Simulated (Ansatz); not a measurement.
**AlAsH4 (singlet): wave-function methods side by side, cc-pVDZ**

The task here is to estimate one member of a computed series from the others.

The runs use Ansatz 0.2.0, Gaussian basis; cc-pVDZ, core rule «outside noble gas», up to 19 orbitals frozen.

To be run: UHF; CCSD(T) on RHF; CCSD(T) on UHF; BCCD(T) on RHF; CISD; CCSDT(Q) on RHF; CCSDT(Q) on UHF.

25 further runs of the same task are left out: 1 for a known fault of the program, 13 that didn't finish, 11 set aside as unsound or not needed.

### The system

The geometry is a PBE0/def2-TZVP stationary point (not a proven minimum) of the parent state, kept for this charge and spin. No spin-orbit coupling is included. The filled d shell of As may be among the frozen orbitals whatever the setting's name suggests; the logs give the count.

6 atoms, charge 0, spin multiplicity 1.

Atoms are counted from 1 here; the program's logs count them from 0.

Bond lengths: Al1–As2 2.581 Å, Al1–H3 1.654 Å, Al1–H4 1.596 Å, As2–H5 1.515 Å, As2–H6 1.519 Å. Angles: As2–Al1–H3 68.2°, As2–Al1–H4 107.6°, H3–Al1–H4 115.2°, Al1–As2–H5 104.4°, Al1–As2–H6 109.8°, H5–As2–H6 94.7°.

As a file:

```mol
AlAsH4
  3D, bonds by distance, orders not assigned

  6  5  0  0  0  0  0  0  0  0999 V2000
    0.0581    0.0922    1.8816 Al  0  0
    0.0161   -0.0475   -0.6956 As  0  0
   -1.0916    1.0870    1.2301 H   0  0
   -0.4863   -1.2975    2.4480 H   0  0
    0.2488    1.3775   -1.1552 H   0  0
   -1.4209   -0.1042   -1.1853 H   0  0
  1  2  8  0
  1  3  8  0
  1  4  8  0
  2  5  8  0
  2  6  8  0
M  END
```

Set-up of the first run:

in.yaml reads:

```yaml
crystal:
  periodic: [false, false, false]
  atoms:
    - {symbol: Al, position_ang: [0.058135, 0.092227, 1.881599]}
    - {symbol: As, position_ang: [0.016062, -0.047512, -0.695616]}
    - {symbol: H, position_ang: [-1.091638, 1.087023, 1.230058]}
    - {symbol: H, position_ang: [-0.486338, -1.297543, 2.448035]}
    - {symbol: H, position_ang: [0.248803, 1.377499, -1.155199]}
    - {symbol: H, position_ang: [-1.420944, -0.104175, -1.185263]}
basis:
  gaussian: {orbitals: cc-pVDZ}
magnetization: {spin_polarized: true, initial_magnetization: 0}
hamiltonian: {xc: hf}
output: {orbitals: {seedname: orbitals}}
```

Command:

```
ansatz run in.yaml --threads 1 --pin off --events-out ev --progress --plain --max-ram 2393MiB
```

Steps of the session up to this table: UHF; CCSD(T) on RHF; CCSD(T) on UHF; BCCD(T) on RHF; CISD; CCSDT(Q) on RHF; CCSDT(Q) on UHF.

One of the session's tables, all rows but one given; the rest of the session is left out.

It belongs to the step «Misses and costs». 

| method | from RCCSDT(Q) (kJ/mol) |
| --- | --- |
| RHF | +628.7 |
| UHF | +517.9 |
| RMP2 | +134.8 |
| UMP2 | +83.1 |
| CISD | +80.6 |
| RCCSD | +21.4 |
| UCCSD | -28.5 |
| RCCSD(T) | +4.3 |
| UCCSD(T) | ? |
| BCCD(T) | +4.3 |
| RCCSDT | +1.0 |
| UCCSDT | -50.2 |
| RCCSDT(Q) | 0 |
| UCCSDT(Q) | -53.0 |

**Question.** Estimate the row for UCCSD(T).

**Answer.** from RCCSDT(Q) (kJ/mol): -42.8. In the column «from RCCSDT(Q) (kJ/mol)» it lies between UCCSDT (-50.2) and UCCSD (-28.5).

The program flags UCCSD(T), UCCSDT(Q) as in doubt (see the logs), so those rows may rest on another solution; read them beside their warnings.

Limits of these values: The determinant is far from a pure spin state, so its energy mixes those of several spin states (harmless only where they are near-degenerate, as at dissociation). The program flags UCCSD(T), UCCSDT(Q) as in doubt, so those rows may rest on another solution; read them beside their warnings. Warnings: restricted reference is unstable; spin contamination. Restricted and unrestricted rows rest on different reference determinants; where their highest levels disagree by more than a few hundredths of an eV, they describe different states and don't form one ladder.
